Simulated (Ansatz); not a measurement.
# CH7B2FOSi: up Jacob's ladder to CCSD(T)

An exercise on one series of results from a longer session: the logs are not shown, and one member is left open.

Method: functionals in def2-TZVPP, the program's frozen cores in correlated methods; program: Ansatz 0.2.0, Gaussian basis.

Plan: LDA (SPW92), PBE-D4, revPBE-D4, BLYP-D4, r2SCAN-D4, B97M-V, PBE0-D4, B3LYP-D4, r2SCANh-D4, r2SCAN0-D4, HSE06-D4, BHLYP-D4, CAM-B3LYP-D4, LC-ωPBE, ωB97X-V, ωB97M-V, B2PLYP, PBE-QIDH; CCSD(T)/def2-SVP; CCSD(T)/def2-TZVPP; MP2/def2-QZVPP; extrapolation to the limit; RPA on PBE.

## Structure used throughout

The geometry comes from an earlier relaxation with PBE0-D4 in a triple-zeta def2 set; it is a stationary point, not always the lowest conformer.

13 atoms, charge 0, spin multiplicity 1.

Atoms are counted from 1 here; the program's logs count them from 0.

Bond lengths: B1–B2 1.670 Å, B1–H7 1.199 Å, B1–H8 1.200 Å, B2–O3 1.360 Å, B2–H9 1.216 Å, O3–Si4 1.646 Å, Si4–C5 1.842 Å, Si4–F6 1.595 Å, Si4–H10 1.481 Å, C5–H11 1.093 Å, C5–H12 1.092 Å, C5–H13 1.092 Å. Angles: B2–B1–H7 121.9°, B2–B1–H8 122.0°, H7–B1–H8 115.9°, B1–B2–O3 123.6°, B1–B2–H9 118.4°, O3–B2–H9 118.0°, B2–O3–Si4 131.6°, O3–Si4–C5 109.2°, O3–Si4–F6 107.0°, O3–Si4–H10 109.4°, C5–Si4–F6 109.2°, C5–Si4–H10 114.5°, F6–Si4–H10 107.2°, Si4–C5–H11 110.5°, Si4–C5–H12 110.6°, Si4–C5–H13 110.8°, H11–C5–H12 108.3°, H11–C5–H13 108.2° and more.

Set-up of the first run:

The input, in.yaml:

```yaml
crystal:
  periodic: [false, false, false]
  atoms:
    - {symbol: B, position_ang: [-0.167804, -3.036858, 0.324076]}
    - {symbol: B, position_ang: [0.208191, -1.463778, 0.740557]}
    - {symbol: O, position_ang: [-0.292043, -0.374506, 0.097330]}
    - {symbol: Si, position_ang: [-0.102976, 1.237363, 0.370304]}
    - {symbol: C, position_ang: [0.064624, 2.110368, -1.242572]}
    - {symbol: F, position_ang: [-1.423466, 1.744768, 1.107326]}
    - {symbol: H, position_ang: [-1.065656, -3.634675, 0.848485]}
    - {symbol: H, position_ang: [0.493192, -3.663106, -0.457172]}
    - {symbol: H, position_ang: [0.976427, -1.278098, 1.664316]}
    - {symbol: H, position_ang: [1.028861, 1.448489, 1.302567]}
    - {symbol: H, position_ang: [0.963863, 1.778007, -1.766970]}
    - {symbol: H, position_ang: [-0.798508, 1.907296, -1.880773]}
    - {symbol: H, position_ang: [0.135796, 3.190126, -1.092676]}
basis:
  gaussian: {orbitals: def2-TZVPP}
hamiltonian: {xc: lda}
output: {orbitals: {seedname: orbitals}}
```

Steps of the session up to this table: LDA; PBE-D4 (GGA); revPBE-D4 (GGA); BLYP-D4 (GGA); r2SCAN-D4 (meta-GGA); B97M-V (meta-GGA); PBE0-D4 (hybrid); B3LYP-D4 (hybrid); r2SCANh-D4 (hybrid); r2SCAN0-D4 (hybrid); HSE06-D4 (hybrid); BHLYP-D4 (hybrid); CAM-B3LYP-D4 (range-separated); LC-ωPBE (range-separated); ωB97X-V (range-separated); ωB97M-V (range-separated); B2PLYP (double hybrid); PBE-QIDH (double hybrid).

One of the session's tables, all rows but one given; the rest of the session is left out.

It belongs to the step «Orbital energies across the functionals». 

| functional | HOMO (eV) | LUMO (eV) | gap (eV) |
| --- | --- | --- | --- |
| LDA (SPW92) | -6.50 | -3.19 | 3.31 |
| PBE-D4 | -6.41 | -2.88 | 3.53 |
| revPBE-D4 | -6.37 | -2.75 | 3.62 |
| BLYP-D4 | -6.34 | -2.71 | 3.63 |
| r2SCAN-D4 | -6.69 | -2.47 | 4.22 |
| B97M-V | -6.80 | -2.62 | 4.19 |
| PBE0-D4 | -7.79 | -1.83 | 5.95 |
| B3LYP-D4 | -7.61 | -2.06 | 5.55 |
| r2SCANh-D4 | ? | ? | ? |
| r2SCAN0-D4 | -7.97 | -1.60 | 6.37 |
| HSE06-D4 | -7.38 | -2.22 | 5.16 |
| BHLYP-D4 | -9.14 | -0.77 | 8.37 |
| CAM-B3LYP-D4 | -9.25 | -0.73 | 8.52 |
| LC-ωPBE | -10.58 | 0.53 | 11.11 |
| ωB97X-V | -10.24 | 0.40 | 10.64 |
| ωB97M-V | -10.09 | 0.10 | 10.19 |

Estimate the missing values for r2SCANh-D4.

Worked estimate for «HOMO (eV)». Against the share of exact exchange, r2SCAN-D4 (0, -6.69), r2SCAN0-D4 (0.25, -7.97) give a slope of -5.12 per unit share; at 0.1 the line stands at -7.20.

The run gave: HOMO (eV): -7.20; LUMO (eV): -2.11; gap (eV): 5.08. In «HOMO (eV)» the line misses by 0.00.
